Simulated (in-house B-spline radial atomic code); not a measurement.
# Ho⁶³⁺: a test of the number of DIIS vectors

How far can the number of DIIS vectors be changed before the Ho⁶³⁺ run goes wrong?

The numbers are computed with in-house B-spline radial atomic code version 1 (scalar-relativistic (spin-free one-electron X2C) wB97X, spherical fractional occupations, Fermi nucleus, basis-set limit), except any that are marked as measured or tabulated.

**1. The atom as given**

* element: holmium (Z = 67)
* charge: +63
* electrons: 4
* configuration: [He] 2s2
* Hamiltonian: scalar-relativistic (X2C)
* nucleus: Fermi, rms radius 5.202 fm

Outer shells as boxes (Hund's rule):

[He] 2s2
```
[He] core
2s [↑↓]
```

A run counts as converged when the orbital gradient is under the tolerance times 67 hartree (or under the basis's noise floor) and the energy moved by less than 1e-8 hartree times the root of its size. Energy differences under 2e-05 hartree are noise.

Input settings:

```ini
Z = 67
electrons = 4.0
configuration = [He] 2s2
hamiltonian = x2c
method = wb97x
spin_polarised = False
nucleus = fermi
rms_radius = 5.2022
mass_number = 165
atomic_mass = 164.930329116
speed_of_light = 137.035999084
knot_spacing = 0.22
spline_order = 8
gauss_points = 12
box_radius = 0.94
max_iterations = 70
damping = 0.5
damped_steps = 3
diis_vectors = 10
tolerance = 1e-08
start = Thomas-Fermi
```

The reference is known from an earlier run: -5895.826637 hartree in all. Up to eight levels, counted from the top:

```tsv
orbital	occupation	energy (eV)	<r> (bohr)
1s	2	-62695.9	0.01990
2s	2	-15385.1	0.08323
```

**2. Number of DIIS vectors 0**

Input settings:

```ini
Z = 67
electrons = 4.0
configuration = [He] 2s2
hamiltonian = x2c
method = wb97x
spin_polarised = False
nucleus = fermi
rms_radius = 5.2022
mass_number = 165
atomic_mass = 164.930329116
speed_of_light = 137.035999084
knot_spacing = 0.22
spline_order = 8
gauss_points = 12
box_radius = 0.94
max_iterations = 70
damping = 0.5
damped_steps = 3
diis_vectors = 0
tolerance = 1e-08
start = Thomas-Fermi
```

Launch:

```console
python run_scf.py task.json out
```

One command runs all members of the session, one after another, from task.json.

**3. Number of DIIS vectors 1**

Settings: those of step 2 with these lines changed.

```diff
@@ -18,3 +18,3 @@
 damped_steps = 3
-diis_vectors = 0
+diis_vectors = 1
 tolerance = 1e-08
```

**4. Number of DIIS vectors 2**

Settings: those of step 3 with these lines changed.

```diff
@@ -18,3 +18,3 @@
 damped_steps = 3
-diis_vectors = 1
+diis_vectors = 2
 tolerance = 1e-08
```

**5. Number of DIIS vectors 4**

Settings: those of step 4 with these lines changed.

```diff
@@ -18,3 +18,3 @@
 damped_steps = 3
-diis_vectors = 2
+diis_vectors = 4
 tolerance = 1e-08
```

**6. Number of DIIS vectors 20**

Settings: those of step 5 with these lines changed.

```diff
@@ -18,3 +18,3 @@
 damped_steps = 3
-diis_vectors = 4
+diis_vectors = 20
 tolerance = 1e-08
```

Q: Which of these runs converge to the reference energy, which miss it and by about how much, and which fail?

As calculated:

| run | outcome | iterations | energy less the reference (hartree) |
| --- | --- | --- | --- |
| reference | converged | 7 | 0 |
| number of DIIS vectors 0 | converged | 19 | below noise |
| number of DIIS vectors 1 | converged | 7 | below noise |
| number of DIIS vectors 2 | converged | 7 | below noise |
| number of DIIS vectors 4 | converged | 7 | below noise |
| number of DIIS vectors 20 | converged | 7 | below noise |

**Reading.** Of 5 changed inputs, 5 gave the reference energy within 2e-05 hartree. Among the runs that reach the reference energy the iterations number 7 to 19, against 7: this setting changes the number of steps, not the answer. No value tried here spoils the result.
